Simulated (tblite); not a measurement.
# C6H9BBrCl: the cost of one run

The runs use tblite 0.8.0 and PySCF 2.14.0, with density-fitted response routines of our own; the level of theory stands in each step. All values are computed, except where a source is named. Atoms are numbered from 0 throughout.

## (1) The molecule as given

18 atoms, charge 0, multiplicity 1; geometry from: force field or distance geometry start.

Bonds of the start (Å): C0–C1 1.51, C1–C2 1.53, C2–C3 1.49, C3–C4 1.46, C4–C5 1.22, C5–B6 1.55, B6–Cl7 1.86, B6–Br8 2.02, C0–H9 1.10, C0–H10 1.11, C0–H11 1.11, C1–H12 1.09, C1–H13 1.12, C2–H14 1.14, C2–H15 1.10, C3–H16 1.11, C3–H17 1.11.

## (2) Optimising the geometry with GFN2-xTB

Job settings and geometry (Å):

```
{"job": {"kind": "relax", "xc": "GFN2-xTB", "basis": "xTB"}, "charge": 0, "multiplicity": 1}
C     -2.487900    -0.572400    -0.481400
C     -1.194500     0.198500    -0.459800
C     -0.886400     0.517000     1.007500
C      0.395500     1.283600     1.032100
C      1.427800     0.408600     0.475000
C      2.288700    -0.312100     0.002900
B      3.399400    -1.237900    -0.563000
Cl     3.727200    -2.808000     0.372500
Br     5.015100    -0.318900    -1.354600
H     -2.397200    -1.345600    -1.262500
H     -2.635700    -1.079400     0.494300
H     -3.299000     0.153700    -0.701600
H     -1.186300     1.077300    -1.101600
H     -0.380900    -0.500900    -0.770000
H     -1.761800     1.152300     1.375900
H     -0.931100    -0.397200     1.611500
H      0.264300     2.215500     0.436000
H      0.634000     1.572200     2.080800
```

The run is started by

```
$ OMP_NUM_THREADS=1 python probes_run.py task.json out
```

One launch serves the whole session: the jobs run in the order shown.

**Question.** How long does this first job take on 1 thread of Arm Neoverse N1, shared host, and how much memory does it need?

About 1.6 s, with a peak of 0.18 GiB.
